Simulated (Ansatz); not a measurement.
# Se, space group Pm-3m: an all-electron equation of state

Program: Ansatz 0.2.0, Python API.

The cells in order, each with its output:

**Cell 1**
```python
import warnings

import ansatz as az
from ase.eos import EquationOfState
from ase.units import GPa
import numpy as np
```

**Cell 2**
```python
FUNCTIONAL = "pbesol"
SIGMA = 0.02
TOLERANCE = 1e-05
MESH = (10, 10, 10)
```

**Cell 3**
```python
VECTORS = np.array([
    [2.81056302, 0.0, 0.0],
    [0.0, 2.81056302, 0.0],
    [0.0, 0.0, 2.81056302],
])
SITES = [
    ("Se", [0.0, 0.0, 0.0]),
]
```

**Cell 4**
```python
def build(cell):
    crystal = az.Crystal(lattice=az.Lattice.of(cell))
    for symbol, position in SITES:
        crystal = crystal.atom(symbol, position)
    return crystal

warnings.simplefilter("ignore", az.DeckWarning)
```

**Cell 5**
```python
volumes, energies = [], []
for scale in np.linspace(0.92, 1.08, 5):
    cell = VECTORS * scale ** (1 / 3)
    setup = (
        build(cell).calculation()
        .functional(FUNCTIONAL)
        .occupations(az.OccupationsMethod.GAUSSIAN, width=SIGMA)
        .scf(tolerance=TOLERANCE, lower_state_search="standard")
        .kpoints(*MESH)
        .pseudopotentials("all_electron", lapw=True)
    )
    rep = setup.run(threads=1).report
    volumes.append(abs(np.linalg.det(cell)) / len(SITES))
    energies.append(rep["free_energy_ev"] / len(SITES))
    print(f"{scale:.3f} {volumes[-1]:9.4f} A^3/atom {energies[-1]:16.5f} eV/atom  (estimated basis error {1000 * rep['lapw_basis_errors']['total_ev_per_atom']:.2f} meV/atom)")
v0, e0, bulk = EquationOfState(volumes, energies, eos="birchmurnaghan").fit()
print(f"V0 = {v0:.4f} A^3/atom, B0 = {bulk / GPa:.1f} GPa")
```
Output:
```text
0.920   20.4253 A^3/atom     -66080.69515 eV/atom  (estimated basis error 0.09 meV/atom)
0.960   21.3133 A^3/atom     -66080.71289 eV/atom  (estimated basis error 0.09 meV/atom)
1.000   22.2014 A^3/atom     -66080.71053 eV/atom  (estimated basis error 0.09 meV/atom)
1.040   23.0894 A^3/atom     -66080.69273 eV/atom  (estimated basis error 0.09 meV/atom)
1.080   23.9775 A^3/atom     -66080.66225 eV/atom  (estimated basis error 0.09 meV/atom)
V0 = 21.6390 A^3/atom, B0 = 79.9 GPa
```

A third-order Birch-Murnaghan fit through the 5 points has its minimum at 21.64 Å³ an atom, 2.5 % below the typed cell, with a bulk modulus of 80 GPa. From that minimum the energy rises by 18.9 meV an atom on the compressed side and 51.8 meV on the expanded side.

The settings weren't tested for convergence. The mesh is modest for a metal, so energies can be off by several to tens of meV an atom and pressures by half a GPa or more; differences at equal mesh fare better. This isn't the structure that Se takes at ambient conditions. It ran for 14 s on 1 thread of Arm Neoverse V2, on a shared host, peak memory 0.32 GiB.
